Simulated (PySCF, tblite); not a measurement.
# C₃H₄BrF: geometry, NMR shifts and spin-spin couplings

Wanted: the NMR shifts and spin-spin couplings of C₃H₄BrF (`C=C(Br)CF`), by calculation.

Programs: tblite 0.8.0 and PySCF 2.14.0, with density-fitted response routines of our own. Each step states its level of theory. These are calculated values for one molecule in the gas phase, unless marked as measured. Atoms count from 0, in the outputs and in this text.

### Step 1. Starting geometry

9 atoms, charge 0, multiplicity 1; geometry from: force field or distance geometry start.

Bonds of the start (Å): C0–C1 1.35, C1–Br2 1.87, C1–C3 1.50, C3–F4 1.35, C0–H5 1.09, C0–H6 1.08, C3–H7 1.10, C3–H8 1.10.

### Step 2. Geometry optimisation with GFN2-xTB, one coordinate held

Job settings and geometry (Å):

```
{"job": {"kind": "relax", "xc": "GFN2-xTB", "basis": "xTB"}, "charge": 0, "multiplicity": 1}
C      1.311300    -0.342200    -0.398200
C      0.305300     0.375100     0.147800
Br     0.658300     1.994900     1.022000
C     -1.133300    -0.036000     0.143500
F     -1.790600     0.430800    -0.937700
H      1.096300    -1.283900    -0.898300
H      2.334400     0.001000    -0.373900
H     -1.219100    -1.129200     0.140500
H     -1.647900     0.340600     1.034600
```

Started as:

```console
OMP_NUM_THREADS=1 python probes_run.py task.json out
```

One launch serves the whole session: the jobs run in the order shown.

The log of the run:

```text
step      E/eV     max force
  0    -469.03265    1.878
  1    -469.06396    1.307
  2    -469.07933    0.242
  3    -469.08166    0.139
  4    -469.08351    0.117
  5    -469.08458    0.104
  6    -469.08518    0.075
  7    -469.08547    0.052
  8    -469.08578    0.057
  9    -469.08610    0.065
 10    -469.08639    0.046
 11    -469.08658    0.045
 12    -469.08672    0.054
 13    -469.08684    0.051
 14    -469.08693    0.045
 15    -469.08699    0.034
 16    -469.08704    0.029
 17    -469.08708    0.029
 18    -469.08711    0.023
 19    -469.08714    0.013
 20    -469.08715    0.011
 21    -469.08717    0.010
```

Wall time 0.13 s (1 thread of Arm Neoverse V1, shared host).

One coordinate is held by a constraint (a dihedral, as typed in the start), so the force along it need not vanish.

Step by step:

| step | energy from step 0 (eV) | largest force (eV/Å) |
| --- | --- | --- |
| 0 | 0.0000 | 1.8780 |
| 1 | -0.0313 | 1.3071 |
| 2 | -0.0467 | 0.2421 |
| 3 | -0.0490 | 0.1394 |
| 4 | -0.0509 | 0.1169 |
| 5 | -0.0519 | 0.1042 |
| 6 | -0.0525 | 0.0752 |
| 7 | -0.0528 | 0.0521 |
| 8 | -0.0531 | 0.0566 |
| 9 | -0.0534 | 0.0652 |
| 10 | -0.0537 | 0.0464 |
| 11 | -0.0539 | 0.0448 |
| 12 | -0.0541 | 0.0544 |
| 13 | -0.0542 | 0.0509 |
| 14 | -0.0543 | 0.0450 |
| 15 | -0.0543 | 0.0341 |
| 16 | -0.0544 | 0.0295 |
| 17 | -0.0544 | 0.0287 |
| 18 | -0.0545 | 0.0231 |
| 19 | -0.0545 | 0.0127 |
| 20 | -0.0545 | 0.0114 |
| 21 | -0.0545 | 0.0097 |

Close pairs (by a distance rule), those that changed most:

| bond | before (Å) | after (Å) | change (Å) |
| --- | --- | --- | --- |
| C1–Br2 | 1.874 | 1.910 | +0.036 |
| C0–C1 | 1.351 | 1.321 | -0.030 |
| C3–F4 | 1.349 | 1.375 | +0.026 |
| C0–H5 | 1.088 | 1.077 | -0.011 |
| C1–C3 | 1.496 | 1.501 | +0.004 |
| C0–H6 | 1.079 | 1.076 | -0.004 |
| C3–H8 | 1.096 | 1.094 | -0.001 |
| C3–H7 | 1.097 | 1.096 | -0.001 |

The final coordinates are the input of the step that follows.

### Step 3. Shielding tensors: PBE0/pcSseg-1

Job settings and geometry (Å):

```
{"job": {"kind": "nmr", "xc": "PBE0", "basis": "pcSseg-1", "pop": false}, "charge": 0, "multiplicity": 1}
C      1.290018    -0.335072    -0.396963
C      0.316043     0.355585     0.167644
Br     0.684506     2.020150     1.028352
C     -1.127466    -0.054047     0.164554
F     -1.761156     0.431687    -0.955000
H      1.087793    -1.273718    -0.884357
H      2.309972     0.006616    -0.397084
H     -1.216560    -1.145292     0.124788
H     -1.667712     0.343187     1.029553
```

With the program's defaults for keys left out, this is: GIAO PBE0/pcSseg-1 NMR shielding, non-relativistic, gas phase.

The log of the run:

```text
coarse grid: 38064 points
cycle   1  E = -2789.8034484991  dE = -6.763e-01  |g| = 8.334e-01  |ddm| = 2.795e+00
cycle   2  E = -2789.7591069216  dE =  4.434e-02  |g| = 8.007e-01  |ddm| = 8.188e-01
cycle   3  E = -2789.8427852146  dE = -8.368e-02  |g| = 2.548e-01  |ddm| = 6.595e-01
cycle   4  E = -2789.8546390686  dE = -1.185e-02  |g| = 6.812e-02  |ddm| = 2.066e-01
cycle   5  E = -2789.8555194648  dE = -8.804e-04  |g| = 1.906e-02  |ddm| = 6.157e-02
cycle   6  E = -2789.8555928226  dE = -7.336e-05  |g| = 2.874e-03  |ddm| = 1.415e-02
cycle   7  E = -2789.8555939918  dE = -1.169e-06  |g| = 1.044e-03  |ddm| = 3.640e-03
final grid: 79792 points
cycle   8  E = -2789.8555448574  dE =  2.417e-07  |g| = 1.539e-03  |ddm| = 3.055e-03
cycle   9  E = -2789.8555442830  dE =  5.744e-07  |g| = 2.228e-03  |ddm| = 3.788e-03
cycle  10  E = -2789.8555454237  dE = -1.141e-06  |g| = 1.193e-04  |ddm| = 2.115e-03
cycle  11  E = -2789.8555454266  dE = -2.926e-09  |g| = 2.481e-05  |ddm| = 1.149e-04
cycle  12  E = -2789.8555454268  dE = -1.696e-10  |g| = 9.506e-06  |ddm| = 3.157e-05
converged SCF energy = -2789.8555454268

GIAO shielding tensors (ppm)
atom      isotropic    diamagn.    paramagn.     s11        s22        s33       span
  0 C       52.613     252.328    -199.714    -57.362     71.983    143.220    200.582
  1 C       33.794     256.058    -222.264    -73.868     65.320    109.931    183.800
  2 Br    1937.091    3121.633   -1184.541   1425.009   1520.541   2865.724   1440.715
  3 C       95.077     238.214    -143.137     76.398     86.204    122.629     46.231
  4 F      394.018     471.045     -77.027    350.117    372.789    459.148    109.031
  5 H       25.510      30.313      -4.803     21.706     24.636     30.189      8.483
  6 H       25.510      29.223      -3.713     21.974     23.269     31.286      9.312
  7 H       26.466      28.277      -1.811     22.607     27.031     29.761      7.154
  8 H       26.634      27.286      -0.652     22.796     28.317     28.790      5.994
```

It took 12 s on 1 thread of Arm Neoverse V1, shared host; peak memory 0.63 GiB.

Shifts follow as δ = σ(reference) − σ, with reference shieldings (ppm) from runs at the same level and on the same kind of geometry: 1H TMS 31.72, 13C TMS 186.9, 19F CFCl3 170.9, 79Br HBr 2622. The references are single molecules in the gas phase, so shifts against H2O, NH3, PH3, H3PO4 or CFCl3 are not on the usual liquid scales and can be off by tens of ppm. Each atom is listed at this fixed geometry, with no averaging over motion; a spectrum would average atoms that exchange fast.

| atoms | environment | σ (ppm) | δ (ppm) |
| --- | --- | --- | --- |
| C1 | fully substituted alkene carbon | 33.8 | 153.1 |
| C0 | terminal =CH2 carbon | 52.6 | 134.3 |
| C3 | allylic sp3 CH2 bonded to F | 95.1 | 91.8 |
| H6 | hydrogen on a terminal =CH2 carbon | 25.51 | 6.21 |
| H5 | hydrogen on a terminal =CH2 carbon | 25.51 | 6.21 |
| H7 | hydrogen on an allylic sp3 CH2 bonded to F | 26.47 | 5.25 |
| H8 | hydrogen on an allylic sp3 CH2 bonded to F | 26.63 | 5.08 |
| Br2 | bromine bonded to C | 1937 | 685 |
| F4 | fluorine on an sp3 carbon | 394.0 | -223.1 |

Orbitals, density, ELF and potential are computed afterwards from the orbital file.

Frontier orbitals at PBE0/pcSseg-1, with the share of their density that lies nearest to each atom:

| orbital | energy (eV) | lies on |
| --- | --- | --- |
| HOMO | -7.64 | Br2 52 %; C0 24 %; C1 15 % |
| LUMO | -0.82 | C0, C1 about 31 % each; H5, H6 about 9 % each |

ELF in a plane through or near 6 of the atoms.

Ten even steps from ' ' (0.00) to '@' (1.00):
```
                                                        
                                                        
                                                        
                                                        
                    ..                                  
              ::##@@@@@@++      ::--..                  
              ++@@@@@@@@%%    ==%%**==                  
              --##@@@@@@##    ##%%##++                  
          --==++********==  ..**####++..                
        **@@@@@@@@++######==##**==::----..              
      ..##@@@@@@@@**++%%==--**@@++==####==..            
        ::@@@@%%**..::====::++++--**%%%%##==..          
                    ..++##%%**..  ..--****::            
              ..==####--::::--##++..                    
              ==##%%%%--++##--%%%%++::                  
              ==**%%%%==::::++%%%%**==                  
              ::==**####****####**==::                  
                  ..::::::::::::::                      
                                                        
                                                        
```
The map spans 9.9 Å across and 9.8 Å up, centred on the molecule. Atoms in the plane (x, y in Å): C0 (-1.4, 0.3), C1 (-0.3, -0.4), Br2 (-0.4, -2.3), C3 (1.1, 0.2), H5 (-1.3, 1.4), H6 (-2.3, -0.1).

On the surface of density 0.002 e/bohr³ the electrostatic potential runs, from the 1st to the 99th percentile, from -1.06 V near F4 to 1.24 V near H5.

### Step 4. J couplings: B3LYP/pcSseg-1+pcJ-1

The job, as its differences from that of step 3:

```diff
@@ -1,2 +1,2 @@
-{"job": {"kind": "nmr", "xc": "PBE0", "basis": "pcSseg-1", "pop": false}, "charge": 0, "multiplicity": 1}
+{"job": {"kind": "j", "xc": "B3LYP", "basis": "pcJ-1"}, "charge": 0, "multiplicity": 1}
 C      1.290018    -0.335072    -0.396963
```

Level: B3LYP/pcJ-1 Br:pcSseg-1 indirect spin-spin coupling, non-relativistic, gas phase.

The log of the run:

```text
coarse grid: 38064 points
cycle   1  E = -2790.3975332481  dE = -7.143e-01  |g| = 8.892e-01  |ddm| = 2.644e+00
cycle   2  E = -2790.3346108265  dE =  6.292e-02  |g| = 9.115e-01  |ddm| = 9.777e-01
cycle   3  E = -2790.4395399978  dE = -1.049e-01  |g| = 2.932e-01  |ddm| = 7.849e-01
cycle   4  E = -2790.4543468998  dE = -1.481e-02  |g| = 8.433e-02  |ddm| = 2.319e-01
cycle   5  E = -2790.4557145883  dE = -1.368e-03  |g| = 2.559e-02  |ddm| = 7.707e-02
cycle   6  E = -2790.4558482597  dE = -1.337e-04  |g| = 3.732e-03  |ddm| = 1.875e-02
cycle   7  E = -2790.4558502345  dE = -1.975e-06  |g| = 1.462e-03  |ddm| = 4.665e-03
final grid: 79792 points
cycle   8  E = -2790.4557878825  dE =  7.281e-07  |g| = 2.337e-03  |ddm| = 4.325e-03
cycle   9  E = -2790.4557859668  dE =  1.916e-06  |g| = 3.722e-03  |ddm| = 5.927e-03
cycle  10  E = -2790.4557892419  dE = -3.275e-06  |g| = 2.210e-04  |ddm| = 3.427e-03
cycle  11  E = -2790.4557892528  dE = -1.088e-08  |g| = 4.868e-05  |ddm| = 2.155e-04
cycle  12  E = -2790.4557892534  dE = -5.775e-10  |g| = 1.595e-05  |ddm| = 5.338e-05
converged SCF energy = -2790.4557892534

Indirect spin-spin couplings (Hz)
  i      j    bonds     total        FC       PSO       DSO        SD
  0 C    1 C    1     91.121    95.593    -9.402     0.285     4.645
  0 C    3 C    2      5.288     5.280    -0.060     0.006     0.062
  0 C    4 F    3      7.978     8.443    -0.890    -0.116     0.542
  0 C    5 H    1    167.288   165.878     0.265     0.741     0.405
  0 C    6 H    1    172.016   170.559     0.229     0.786     0.443
  0 C    7 H    3      3.383     3.496    -0.165     0.082    -0.030
  0 C    8 H    3      6.329     6.351     0.471    -0.431    -0.062
  1 C    3 C    1     56.214    56.445    -1.467     0.366     0.871
  1 C    4 F    2     12.721    17.755    -4.464     0.228    -0.798
  1 C    5 H    2      8.178     9.903    -1.399    -0.183    -0.144
  1 C    6 H    2     -6.858    -5.473    -1.224    -0.162     0.001
  1 C    7 H    2      6.219     6.145    -0.141     0.177     0.038
  1 C    8 H    2     -6.111    -6.363    -0.133     0.225     0.160
  3 C    4 F    1   -230.663  -281.876    28.196     0.799    22.219
  3 C    5 H    3      5.193     5.195    -0.103     0.139    -0.038
  3 C    6 H    3      9.693     9.657     0.406    -0.398     0.027
  3 C    7 H    1    154.656   153.717    -0.376     1.137     0.178
  3 C    8 H    1    160.545   159.566    -0.450     1.201     0.228
  4 F    5 H    4     -7.304    -6.473     0.080    -0.158    -0.753
  4 F    6 H    4     -5.602    -6.561     1.331    -1.199     0.827
  4 F    7 H    2     55.098    49.528    10.244    -0.993    -3.682
  4 F    8 H    2     53.225    47.558    10.252    -0.824    -3.761
  5 H    6 H    2     -3.093    -3.897     3.752    -3.161     0.213
  5 H    7 H    4     -0.225    -0.494    -1.370     1.559     0.080
  5 H    8 H    4      0.509     0.527     1.532    -1.489    -0.061
  6 H    8 H    4      2.321     2.455     1.680    -1.845     0.030
  7 H    8 H    2    -10.126   -10.837     2.264    -1.865     0.312
```

Wall time 38 s (1 thread of Arm Neoverse V1, shared host); peak memory 0.95 GiB.

Couplings of 1 Hz or more, nine at most for each number of bonds (isotopes 13C, 19F, 1H):

| pair | bonds | J (Hz) | Fermi contact (Hz) | dihedral (°) |
| --- | --- | --- | --- | --- |
| C3–F4 | 1 | -230.7 | -281.9 | – |
| C0–H6 | 1 | 172.0 | 170.6 | – |
| C0–H5 | 1 | 167.3 | 165.9 | – |
| C3–H8 | 1 | 160.5 | 159.6 | – |
| C3–H7 | 1 | 154.7 | 153.7 | – |
| C0–C1 | 1 | 91.1 | 95.6 | – |
| C1–C3 | 1 | 56.2 | 56.4 | – |
| F4–H7 | 2 | 55.1 | 49.5 | – |
| F4–H8 | 2 | 53.2 | 47.6 | – |
| C1–F4 | 2 | 12.7 | 17.8 | – |
| H7–H8 | 2 | -10.1 | -10.8 | – |
| C1–H5 | 2 | 8.2 | 9.9 | – |
| C1–H6 | 2 | -6.9 | -5.5 | – |
| C1–H7 | 2 | 6.2 | 6.1 | – |
| C1–H8 | 2 | -6.1 | -6.4 | – |
| C0–C3 | 2 | 5.3 | 5.3 | – |
| C3–H6 | 3 | 9.7 | 9.7 | 178 |
| C0–F4 | 3 | 8.0 | 8.4 | -88 |
| C0–H8 | 3 | 6.3 | 6.4 | 153 |
| C3–H5 | 3 | 5.2 | 5.2 | -2 |
| C0–H7 | 3 | 3.4 | 3.5 | 29 |
| F4–H5 | 4 | -7.3 | -6.5 | – |
| F4–H6 | 4 | -5.6 | -6.6 | – |
| H6–H8 | 4 | 2.3 | 2.5 | – |

The response was solved for the nuclei of C, F, H alone, so couplings that need other nuclei can be missing.

Quadrupole couplings from the field gradients of the same density:

| atom | isotope | eQq/h (MHz) | η |
| --- | --- | --- | --- |
| Br2 | 79Br | 577.4 | 0.08 |

### Step 5. Outcome

| quantity | value |
| --- | --- |
| 13C shifts against TMS (PBE0/pcSseg-1) | 153.1, 134.3, 91.8 ppm |
| 1H shifts against TMS (PBE0/pcSseg-1) | 6.21, 6.21, 5.25, 5.08 ppm |
| 79Br shifts against HBr (PBE0/pcSseg-1) | 685 ppm |
| 19F shifts against CFCl3 (PBE0/pcSseg-1) | -223.1 ppm |
| surface potential, 1st and 99th percentile | -1.06 V and 1.24 V |
| largest coupling of the table (B3LYP/pcSseg-1+pcJ-1) | 1J(C,F) C3–F4, -230.7 Hz |

In words: Over 21 steps the energy fell by 0.055 eV; of the close pairs, C1–Br2 changed most, 1.874 to 1.910 Å. C1 stands next to heavy halogen, whose spin-orbit shielding this run leaves out, so the computed shift lies too far downfield, most of all for carbon beside Br or I. Shifts at one fixed geometry are not the observed spectrum, which averages over the motion. The geometry holds a dihedral fixed, so it need not be a minimum. At PBE0/pcSseg-1: The largest span, 1441 ppm, is at Br2, where the paramagnetic term is -1185 ppm. By nearest atom (PBE0/pcSseg-1), the HOMO sits on Br2 52 %; C0 24 % and the LUMO on C0, C1 about 31 % each; H5, H6 about 9 % each. Of the pairs tabulated at B3LYP/pcSseg-1+pcJ-1, C3–F4 couples most strongly (-230.7 Hz; Fermi contact -281.9 Hz). Spin-orbit coupling is left out, which matters for shieldings and couplings at and beside the heavy atoms.
